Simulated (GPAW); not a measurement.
# Mg3TiO4 (Pm-3m) in GPAW: further runs

Aim: see how the results for Mg3TiO4 move with the level of theory and the settings. Levels: PBE, TB-mBJ. Tasks: equation of state, single point.

All numbers are computed with GPAW 26.7.0; they aren't measurements. Logs are shortened: lines on timing, memory, paths and dates and some standing lists are left out, and cuts for length are marked. The log counts tension as positive stress, the text compression.

## (1) Starting point

It takes space group Pm-3m (No. 221, cubic). Conventional cell: a = 4.314 Å, b = 4.314 Å, c = 4.314 Å, α = 90.00°, β = 90.00°, γ = 90.00°. Ti (site symmetry m-3m) is surrounded by 6 O at 2.16 Å. Mg (site symmetry 4/mmm) is surrounded by 6 O at 2.16 Å. Around O (site symmetry 4/mmm) lie 2 Ti at 2.16 Å and 4 Mg at 2.16 Å. O (site symmetry m-3m) is surrounded by 6 Mg at 2.16 Å.

The cell comes from a database or a generator and needn't be the stable form of this composition.

## (2) Equation of state, PBE

Contents of run.py:

```python
from ase import Atoms
from ase.eos import EquationOfState
from ase.io import Trajectory
from ase.units import GPa
from gpaw import GPAW, PW

atoms = Atoms(['Ti', 'Mg', 'Mg', 'Mg', 'O', 'O', 'O', 'O'],
              cell=[[4.31365886, 0.0, 0.0],
                    [0.0, 4.31365886, 0.0],
                    [0.0, 0.0, 4.31365886]],
              scaled_positions=[[0.0, 0.0, 0.0],
                                [0.5, 0.5, 0.0],
                                [0.5, 0.0, 0.5],
                                [0.0, 0.5, 0.5],
                                [0.0, 0.5, 0.0],
                                [0.0, 0.0, 0.5],
                                [0.5, 0.5, 0.5],
                                [0.5, 0.0, 0.0]],
              pbc=True)

traj = Trajectory('eos.traj', 'w')
volumes, energies = [], []
for x in [0.94, 0.96, 0.98, 1.0, 1.02, 1.04, 1.06]:
    a = atoms.copy()
    a.set_cell(atoms.cell * x**(1 / 3), scale_atoms=True)
    calc = GPAW(mode=PW(800),
                xc='PBE',
                kpts={'size': (5, 5, 5), 'gamma': True},
                occupations={'name': 'fermi-dirac', 'width': 0.05},
                nbands=55,
                convergence={'density': 1e-05, 'energy': 1e-05},
                maxiter=150,
                txt=f'eos-{x:.2f}.txt')
    a.calc = calc
    energies.append(a.get_potential_energy(force_consistent=True))
    volumes.append(a.get_volume())
    p = -a.get_stress()[:3].mean() / GPa
    calc.write(f'eos-{x:.2f}.gpw')
    traj.write(a)
    print(f'{x:.2f} {volumes[-1]:10.4f} A^3 {energies[-1]:14.6f} eV {p:9.3f} GPa', flush=True)

v0, e0, B = EquationOfState(volumes, energies, eos='birchmurnaghan').fit()
print(f'V0 = {v0:.4f} A^3, E0 = {e0:.6f} eV, B0 = {B / GPa:.2f} GPa')
```

Potentials or basis: GPAW PAW data sets (gpaw-data 1.2.1), pw.

Command:

```sh
OMP_NUM_THREADS=1 python run.py
```

What it wrote:

```text
__  _  _
 | _ |_)|_||  |
 |__||  | ||/\| - 26.7.0

Input parameters:
  mode=PW(ecut=800.0),
  convergence={'density': 1e-05, 'energy': 1e-05},
  kpts=MonkhorstPack(size=(5, 5, 5), gamma=True),
  maxiter=150,
  nbands=55,
  occupations=Occupations(name='fermi-dirac', width=0.05),
  xc=XC(name='PBE')

Diagonalizing LCAO Hamiltonian
Converting LCAO to pw mode
    .---------.
   /|         |
  / |         |
 *  |         |
 |Mg|  O      |
 |  .---------.
 O /  Mg     /
 |/    Mg   /
 Ti---O----*

Atoms  # Å, Bohr magnetons
|   | symbol |        x |        y |        z |    initial magnetic moments |
|---|--------|----------|----------|----------|-----------------------------|
| 0 |     Ti | 0.000000 | 0.000000 | 0.000000 | ( 0.0000,  0.0000,  0.0000) |
| 1 |     Mg | 2.112800 | 2.112800 | 0.000000 | ( 0.0000,  0.0000,  0.0000) |
| 2 |     Mg | 2.112800 | 0.000000 | 2.112800 | ( 0.0000,  0.0000,  0.0000) |
| 3 |     Mg | 0.000000 | 2.112800 | 2.112800 | ( 0.0000,  0.0000,  0.0000) |
| 4 |      O | 0.000000 | 2.112800 | 0.000000 | ( 0.0000,  0.0000,  0.0000) |
| 5 |      O | 0.000000 | 0.000000 | 2.112800 | ( 0.0000,  0.0000,  0.0000) |
| 6 |      O | 2.112800 | 2.112800 | 2.112800 | ( 0.0000,  0.0000,  0.0000) |
| 7 |      O | 2.112800 | 0.000000 | 0.000000 | ( 0.0000,  0.0000,  0.0000) |

Unit cell  # Å
| periodic |        x |        y |        z |  lengths |    angles |
|----------|----------|----------|----------|----------|-----------|
|      yes | 4.225600 | 0.000000 | 0.000000 | 4.225600 | 90.000000 |
|      yes | 0.000000 | 4.225600 | 0.000000 | 4.225600 | 90.000000 |
|      yes | 0.000000 | 0.000000 | 4.225600 | 4.225600 | 90.000000 |

Number of symmetries: 48
Symmetry operations  # r_c * U_cc + t_c -> r_c
|    | kind |            matrix            |
|----|------|------------------------------|
|  0 |  E   |  1, 0, 0,  0, 1, 0,  0, 0, 1 |
|  1 |  σ   |  1, 0, 0,  0, 1, 0,  0, 0,-1 |
|  2 |  σ   |  1, 0, 0,  0, 0, 1,  0, 1, 0 |
|  3 |  C4  |  1, 0, 0,  0, 0, 1,  0,-1, 0 |
|  4 |  C4  |  1, 0, 0,  0, 0,-1,  0, 1, 0 |
|  5 |  σ   |  1, 0, 0,  0, 0,-1,  0,-1, 0 |
|  6 |  σ   |  1, 0, 0,  0,-1, 0,  0, 0, 1 |
|  7 |  C2  |  1, 0, 0,  0,-1, 0,  0, 0,-1 |
|  8 |  σ   |  0, 1, 0,  1, 0, 0,  0, 0, 1 |
|  9 |  C2  |  0, 1, 0,  1, 0, 0,  0, 0,-1 |
| 10 |  C3  |  0, 1, 0,  0, 0, 1,  1, 0, 0 |
| 11 |  S6  |  0, 1, 0,  0, 0, 1, -1, 0, 0 |
| 12 |  S6  |  0, 1, 0,  0, 0,-1,  1, 0, 0 |
| 13 |  C3  |  0, 1, 0,  0, 0,-1, -1, 0, 0 |
| 14 |  C4  |  0, 1, 0, -1, 0, 0,  0, 0, 1 |
| 15 |  S4  |  0, 1, 0, -1, 0, 0,  0, 0,-1 |
| 16 |  C3  |  0, 0, 1,  1, 0, 0,  0, 1, 0 |
| 17 |  S6  |  0, 0, 1,  1, 0, 0,  0,-1, 0 |
| 18 |  σ   |  0, 0, 1,  0, 1, 0,  1, 0, 0 |
| 19 |  C4  |  0, 0, 1,  0, 1, 0, -1, 0, 0 |
| 20 |  C2  |  0, 0, 1,  0,-1, 0,  1, 0, 0 |
| 21 |  S4  |  0, 0, 1,  0,-1, 0, -1, 0, 0 |
| 22 |  S6  |  0, 0, 1, -1, 0, 0,  0, 1, 0 |
| 23 |  C3  |  0, 0, 1, -1, 0, 0,  0,-1, 0 |
| 24 |  S6  |  0, 0,-1,  1, 0, 0,  0, 1, 0 |
| 25 |  C3  |  0, 0,-1,  1, 0, 0,  0,-1, 0 |
| 26 |  C4  |  0, 0,-1,  0, 1, 0,  1, 0, 0 |
| 27 |  σ   |  0, 0,-1,  0, 1, 0, -1, 0, 0 |
| 28 |  S4  |  0, 0,-1,  0,-1, 0,  1, 0, 0 |
| 29 |  C2  |  0, 0,-1,  0,-1, 0, -1, 0, 0 |
| 30 |  C3  |  0, 0,-1, -1, 0, 0,  0, 1, 0 |
| 31 |  S6  |  0, 0,-1, -1, 0, 0,  0,-1, 0 |
| 32 |  C4  |  0,-1, 0,  1, 0, 0,  0, 0, 1 |
| 33 |  S4  |  0,-1, 0,  1, 0, 0,  0, 0,-1 |
| 34 |  S6  |  0,-1, 0,  0, 0, 1,  1, 0, 0 |
| 35 |  C3  |  0,-1, 0,  0, 0, 1, -1, 0, 0 |
| 36 |  C3  |  0,-1, 0,  0, 0,-1,  1, 0, 0 |
| 37 |  S6  |  0,-1, 0,  0, 0,-1, -1, 0, 0 |
| 38 |  σ   |  0,-1, 0, -1, 0, 0,  0, 0, 1 |
| 39 |  C2  |  0,-1, 0, -1, 0, 0,  0, 0,-1 |
| 40 |  σ   | -1, 0, 0,  0, 1, 0,  0, 0, 1 |
| 41 |  C2  | -1, 0, 0,  0, 1, 0,  0, 0,-1 |
| 42 |  C2  | -1, 0, 0,  0, 0, 1,  0, 1, 0 |
| 43 |  S4  | -1, 0, 0,  0, 0, 1,  0,-1, 0 |
| 44 |  S4  | -1, 0, 0,  0, 0,-1,  0, 1, 0 |
| 45 |  C2  | -1, 0, 0,  0, 0,-1,  0,-1, 0 |
| 46 |  C2  | -1, 0, 0,  0,-1, 0,  0, 0, 1 |
| 47 |  i   | -1, 0, 0,  0,-1, 0,  0, 0,-1 |

BZ-sampling:
  Number of BZ points: 125
  Number of IBZ points: 10

  Monkhorst-Pack size: [5, 5, 5]
  Monkhorst-Pack shift: [0, 0, 0]

K-points  # in reciprocal-cell coordinates
|   |                                coordinates |     weight |
|---|--------------------------------------------|------------|
| 0 | (  0.00000000,   0.00000000,   0.00000000) | 0.00800000 |
| 1 | (  0.20000000,   0.00000000,   0.00000000) | 0.04800000 |
| 2 | (  0.20000000,   0.20000000,   0.00000000) | 0.09600000 |
| 3 | (  0.20000000,   0.20000000,   0.20000000) | 0.06400000 |
| 4 | (  0.40000000,   0.00000000,   0.00000000) | 0.04800000 |
| 5 | (  0.40000000,   0.20000000,   0.00000000) | 0.19200000 |
| 6 | (  0.40000000,   0.20000000,   0.20000000) | 0.19200000 |
| 7 | (  0.40000000,   0.40000000,   0.00000000) | 0.09600000 |
| 8 | (  0.40000000,   0.40000000,   0.20000000) | 0.19200000 |
| 9 | (  0.40000000,   0.40000000,   0.40000000) | 0.06400000 |

Plane wave coefficients: 3892
Cutoff: 800.0 eV

Spin-components: 1 (collinear spins)
Bands:           55
Projectors:      41
Spin-degeneracy: 2
Datatype:        complex128

Parallelization:
  kpt:    1
  domain: 1
  band:   1

Density:
  Valence electrons: 66.0
  Components: 1
  Grid points: [28 28 28]
  Charge: 0.0  # |e|

Potential:
  Grid points: [28 28 28]

species:
  Ti:
    name:    Titanium
    Z:       22.0
    valence: 12
    core:    10
    charge:  0.0  # [|e|]
    compensation charges:
      type: gauss
      rc: 0.38  # [Å]
      lmax: 2
    cutoffs:
      filter: 2.23  # [Å]
      core: 1.02  # [Å]
    projectors
    | kind |    occ | energy [eV] | rcut [Å] |
    |------|--------|-------------|----------|
    |   3s |  2.000 |     -62.623 |    1.270 |
    |   4s |  2.000 |      -4.466 |    1.270 |
    |   3p |  6.000 |     -38.862 |    1.058 |
    |   4p |  0.000 |      -1.466 |    1.058 |
    |   3d |  2.000 |      -4.258 |    1.058 |
    |    d |        |      22.953 |    1.058 |

    Using partial waves for Ti as LCAO basis

  Mg:
    name:    Magnesium
    Z:       12.0
    valence: 10
    core:    2
    charge:  0.0  # [|e|]
    compensation charges:
      type: gauss
      rc: 0.33  # [Å]
      lmax: 2
    cutoffs:
      filter: 1.86  # [Å]
      core: 0.54  # [Å]
    projectors
    | kind |    occ | energy [eV] | rcut [Å] |
    |------|--------|-------------|----------|
    |   2s |  2.000 |     -79.840 |    1.090 |
    |   3s |  2.000 |      -4.705 |    1.090 |
    |   2p |  6.000 |     -46.613 |    1.085 |
    |   3p |  0.000 |      -1.330 |    1.085 |
    |    d |        |       0.000 |    1.037 |

    Using partial waves for Mg as LCAO basis

  O:
    name:    Oxygen
    Z:       8.0
    valence: 6
    core:    2
    charge:  0.0  # [|e|]
    compensation charges:
      type: gauss
      rc: 0.21  # [Å]
      lmax: 2
    cutoffs:
      filter: 1.17  # [Å]
      core: 0.83  # [Å]
    projectors
    | kind |    occ | energy [eV] | rcut [Å] |
    |------|--------|-------------|----------|
    |   2s |  2.000 |     -23.961 |    0.688 |
    |   2p |  4.000 |      -9.029 |    0.598 |
    |    s |        |       3.251 |    0.688 |
    |    p |        |      18.182 |    0.598 |
    |    d |        |       0.000 |    0.619 |

    Using partial waves for O as LCAO basis

Reference energy: -47736.358152  # eV

eigensolver:
  PPCG
  Converge bands: occupied
  niter=2

density mixing:
  MSR1-Mixer
  Pratt-step length: 0.05
  Maximum mixing coefficient: 0.75
  Old densities: 10
  SVD Regularization: 0.005
  Good broyden scale: 1.0
  Trust region scale: 1.0
  Backstep threshold: 4.0
  History deletion threshold: 6.0
  Fourier metric: weight=20.0, sigma=0.015

occupation numbers:
  Fermi-Dirac:
    width: 0.0500  # eV

poisson solver:
  ecut: 6400.0  # eV

xc functional:
  name: PBE with 2 nearest neighbor stencil

convergence criteria:
- Maximum integral of absolute [dens]ity change: 1e-05 electrons / valence electron
- Maximum [total energy] change in last 3 cyles: 1e-05 eV / valence electron
- Maximum integral of absolute [eigenst]ate change: 4e-08 eV^2 / valence electron
maximum number of iterations: 150

SCF iterations
|iter     | |      energy | eigst |  dens |
|---------|-|-------------|-------|-------|
|iter:   1| |  -56.331146 | +0.55 |       |
|iter:   2| |  -55.111706 | -1.13 | -1.02 |
|iter:   3| |  -51.869528 | -0.95 | -1.09 |
|iter:   4| |  -51.796140 | -1.90 | -1.57 |
|iter:   5| |  -51.811547 | -2.64 | -1.86 |
|iter:   6| |  -51.812796 | -3.38 | -2.28 |
|iter:   7| |  -51.812996 | -4.92 | -2.98 |
|iter:   8| |  -51.813021c| -5.78 | -3.45 |
|iter:   9| |  -51.813022c| -6.62 | -4.01 |
|iter:  10| |  -51.813023c| -7.84c| -4.47 |
|iter:  11| |  -51.813023c| -8.17c| -5.53c|

Converged in 11 steps
Energy contributions relative to reference atoms: (reference = -47736.358152)

Energy contributions:
  Kinetic:          59.917850
  Coulomb:         -52.137721
  Zero:              0.705563
  External:          0.000000
  Xc:              -60.287841
  Entropy:          -0.021746
  Spinorbit:         0.000000
  ----------------------------
  Free energy:     -51.823896
  Extrapolated:    -51.813023

dipole moment: (-43.056811, -43.056811, -43.056811)  # |e|*Ang

Fermi level: 10.867
Eigenvalues  # (at kpt = [0.000, 0.000, 0.000])
| band index |      eig [eV] | occ [0-2] |
|------------|---------------|-----------|
|          0 |       -66.871 |     2.000 |
|        ... |               |           |
|         28 |         4.463 |     2.000 |
|         29 |         5.377 |     2.000 |
|         30 |         5.377 |     2.000 |
|         31 |         5.377 |     2.000 |
|         32 |         9.861 |     2.000 |
|         33 |         9.861 |     2.000 |
[... 8 lines left out ...]
|         42 |        17.064 |     0.000 |
|         43 |        18.611 |     0.000 |
|        ... |               |           |
|         54 |        25.708 |     0.000 |

No gap
No difference between direct/indirect transitions

Stress tensor  # eV/Ang^3
|         x |         y |         z |
|-----------|-----------|-----------|
| -0.043142 |  0.000000 |  0.000000 |
|  0.000000 | -0.043142 |  0.000000 |
|  0.000000 |  0.000000 | -0.043142 |

# Writing to eos-0.94.gpw (mode='')
```

Wall time 5.8 min (1 thread of Arm Neoverse V2, shared host); peak memory 0.41 GiB.

What came out:

```yaml
Equilibrium_volume: 9.84 Å³/atom
Bulk_modulus: 148 GPa
Pressure_derivative_of_the_bulk_modulus: "4.4 (rough: it moves with the points fitted)"
```

Energy against volume, from the lowest point:
```csv
volume (Å³/atom),energy (meV/atom)
9.431,8.62
9.632,2.09
9.833,0.00
10.033,1.64
10.234,6.62
10.435,14.66
10.635,25.57
```

## (3) Single point, TB-mBJ

Contents of run.py:

```python
from ase import Atoms
from ase.dft.bandgap import bandgap
from ase.io import write
from gpaw import GPAW, PW

atoms = Atoms(['Ti', 'Mg', 'Mg', 'Mg', 'O', 'O', 'O', 'O'],
              cell=[[4.31365886, 0.0, 0.0],
                    [0.0, 4.31365886, 0.0],
                    [0.0, 0.0, 4.31365886]],
              scaled_positions=[[0.0, 0.0, 0.0],
                                [0.5, 0.5, 0.0],
                                [0.5, 0.0, 0.5],
                                [0.0, 0.5, 0.5],
                                [0.0, 0.5, 0.0],
                                [0.0, 0.0, 0.5],
                                [0.5, 0.5, 0.5],
                                [0.5, 0.0, 0.0]],
              pbc=True)

calc = GPAW(mode=PW(800),
            xc='TB09',
            kpts={'size': (6, 6, 6), 'gamma': True},
            occupations={'name': 'fermi-dirac', 'width': 0.05},
            nbands=55,
            convergence={'density': 1e-05, 'energy': 1e-05},
            eigensolver='cg',
            maxiter=150,
            txt='gpaw.txt')
atoms.calc = calc
energy = atoms.get_potential_energy()
calc.write('gs.gpw')
write('result.traj', atoms)
print('Fermi level:', round(calc.get_fermi_level(), 4), 'eV')
print(f'Gap: {bandgap(calc)[0]:.4f} eV, direct: {bandgap(calc, direct=True)[0]:.4f} eV')
```

Potentials or basis: GPAW PAW data sets for LDA (gpaw-data 1.2.1), pw.

Command:

```sh
OMP_NUM_THREADS=1 python run.py
```

It took 8 min on 1 thread of Arm Neoverse V2, shared host; peak memory 0.44 GiB.

It converged, with:

```
Band gap on the k mesh : none (metal or under the smearing width)
```

Levels at points of the mesh, in eV from the Fermi level:
```csv
k point,band 29,band 30,band 31,band 32,band 33,band 34,band 35,band 36,band 37,band 38
"(0.00, 0.00, 0.00)",-7.15,-6.36,-6.36,-6.36,-0.83,-0.83,-0.83,-0.04,1.63,1.63
"(0.50, 0.00, 0.00)",-7.02,-7.02,-6.80,-6.80,-0.71,0.23,0.23,1.67,2.21,2.92
"(0.50, 0.50, 0.00)",-7.33,-6.97,-6.88,-6.88,0.25,0.25,0.83,1.98,4.10,4.73
"(0.50, 0.50, 0.50)",-6.97,-6.95,-6.95,-6.95,0.87,0.87,0.87,3.21,3.69,3.69
```

Caveat: a model potential gives levels but no total energy; the PAW data sets were made with another functional, which shifts forces and pressure a little; semilocal functionals often make such compounds metallic where correlation or magnetic order opens a gap, which also shifts bond lengths.
